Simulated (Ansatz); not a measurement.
# GaHCl2 (singlet): from Hartree-Fock to the top rungs at distance Cl1–Ga2 = 1.923 Å, cc-pVDZ

Aim: climb from Hartree-Fock through coupled cluster and multireference methods for GaHCl2 (singlet) at one geometry and basis, and see what each rung misses.

Computed with Ansatz 0.2.0, Gaussian basis. Level: cc-pVDZ, core rule «outside noble gas», up to 24 orbitals frozen.

Plan: UHF; CCSD(T) on RHF; BCCD(T) on RHF; CISD; CCSDT(Q) on RHF; CASSCF and MRCISD+Q, 2 electrons in 2 orbitals; CASSCF and NEVPT2, 2 electrons in 2 orbitals.

47 further runs of the same task are left out: 12 for a known fault of the program, 3 for a mislabelled method, 29 that didn't finish, 3 set aside as unsound or not needed.

**1. The system**

The geometry derives from a PBE0/def2-TZVP stationary point (not a proven minimum). One bond is set to the value named and the two fragments are kept rigid. No spin-orbit coupling is included. The filled d shell of Ga may be among the frozen orbitals whatever the setting's name suggests; the logs give the count.

4 atoms, charge 0, spin multiplicity 1.

Atoms are counted from 1 here; the program's logs count them from 0.

Bond lengths: Cl1–Ga2 1.923 Å, Ga2–Cl3 2.129 Å, Ga2–H4 1.545 Å. Angles: Cl1–Ga2–Cl3 115.3°, Cl1–Ga2–H4 122.3°, Cl3–Ga2–H4 122.3°.

**2. UHF**

File in.yaml:

```yaml
crystal:
  periodic: [false, false, false]
  atoms:
    - {symbol: Cl, position_ang: [0.000000, -0.497145, 1.668247]}
    - {symbol: Ga, position_ang: [0.000000, 0.531496, 0.043493]}
    - {symbol: Cl, position_ang: [0.000000, -0.607152, -1.755019]}
    - {symbol: H, position_ang: [0.000000, 2.076662, 0.043493]}
basis:
  gaussian: {orbitals: cc-pVDZ}
magnetization: {spin_polarized: true, initial_magnetization: 0}
hamiltonian: {xc: hf}
output: {orbitals: {seedname: orbitals}}
```

Launch:

```sh
$ ansatz run in.yaml --threads 1 --pin off --events-out ev --progress --plain --max-ram 2393MiB
```

Further steps of the session: CCSD(T) on RHF; BCCD(T) on RHF; CISD; CCSDT(Q) on RHF; CASSCF and MRCISD+Q, 2 electrons in 2 orbitals; CASSCF and NEVPT2, 2 electrons in 2 orbitals.

Q: Predict the results of all the runs planned. Wanted: RCCSDT(Q) below the RHF energy; RMP2 from RCCSDT(Q); RCCSD from RCCSDT(Q); RCCSD(T) from RCCSDT(Q); NEVPT2 pair from RCCSDT(Q); MRCISD+Q pair from RCCSDT(Q); T1 diagnostic.

As calculated:

| quantity | value |
| --- | --- |
| RCCSDT(Q) below the RHF energy | -9.9572 eV |
| RMP2 from RCCSDT(Q) | +104.2 kJ/mol |
| RCCSD from RCCSDT(Q) | +22.1 kJ/mol |
| RCCSD(T) from RCCSDT(Q) | +3.6 kJ/mol |
| NEVPT2 pair from RCCSDT(Q) | +108.0 kJ/mol |
| MRCISD+Q pair from RCCSDT(Q) | +12.9 kJ/mol |
| levels within 1 kcal/mol (43 meV) | RCCSD(T), BCCD(T), RCCSDT |
| T1 diagnostic | 0.009 |

**Reading.** RCCSD(T) lands +3.6 kJ/mol from the yardstick (0.4 % of the correlation energy). Of the multireference levels listed MRCISD+Q pair comes nearest in total energy (+12.9 kJ/mol), which doesn't show that its space is the better one. These misses are within one basis, not against nature.
